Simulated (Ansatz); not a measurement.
# Hf2MgO: the cost of one run

Computed with Ansatz 0.2.0 (DFT PBE, scalar-relativistic, plane waves, PAW, unless a step's input says otherwise).

## (1) The structure to begin with

Symmetry: P4mm, No. 99, tetragonal system. Conventional cell: a = 4.415 Å, b = 4.415 Å, c = 4.001 Å, α = 90.00°, β = 90.00°, γ = 90.00°. Mg (site symmetry 4mm) has 2 O at 1.97 to 2.04 Å and 4 Hf at 2.22 Å as nearest neighbours. Around Hf (site symmetry 2mm) lie 2 Mg at 2.22 Å. Around O (site symmetry 4mm) lie 2 Mg at 1.97 to 2.04 Å.

Structure file:

```cif
data_structure
_symmetry_space_group_name_H-M 'P4mm'
_symmetry_Int_Tables_number 99
_cell_length_a 4.4147
_cell_length_b 4.4147
_cell_length_c 4.0012
_cell_angle_alpha 90.000
_cell_angle_beta 90.000
_cell_angle_gamma 90.000
_cell_volume 77.98
loop_
_atom_site_label
_atom_site_type_symbol
_atom_site_symmetry_multiplicity
_atom_site_Wyckoff_symbol
_atom_site_fract_x
_atom_site_fract_y
_atom_site_fract_z
_atom_site_occupancy
Mg1 Mg 1 a 0.00000 0.00000 0.62615 1
Hf1 Hf 2 c 0.50000 0.00000 0.57081 1
O1 O 1 a 0.00000 0.00000 0.13491 1
```

The cell is invented: random cell by space group and Wyckoff sites (P4mm, No. 99). Its size is a rough estimate.

## (2) The guess as it stands, on a coarse mesh

File input.yaml:

```yaml
crystal:
  lattice:
    - [4.41471949, 0.0, 0.0]
    - [0.0, 4.41471949, 0.0]
    - [0.0, 0.0, 4.00123212]
  atoms:
    - { symbol: Mg, position: [0.0, 0.0, 0.62615101] }
    - { symbol: Hf, position: [0.5, 0.0, 0.57081099] }
    - { symbol: Hf, position: [0.0, 0.5, 0.57081099] }
    - { symbol: O, position: [0.0, 0.0, 0.13491035] }
basis:
  ecutwfc: 420
kpoints:
  mp_grid: { grid: [4, 4, 4] }
hamiltonian:
  xc: pbe
scf:
  occupations: { method: gaussian, width: 0.1 }
  lower_state_search: "off"
output:
  forces: true
  stress: true
  eigenvalues: true
```

Command:

```bash
$ ansatz run input.yaml --threads 1 --pin off --max-ram 2560MiB --backend cpu --events-out ev --progress --plain --runs-dir out
```

**Question.** How long does this run take on 1 thread of Arm Neoverse V2, shared host, and how much memory does it need?

About 4.5 s, with a peak of 0.32 GiB.
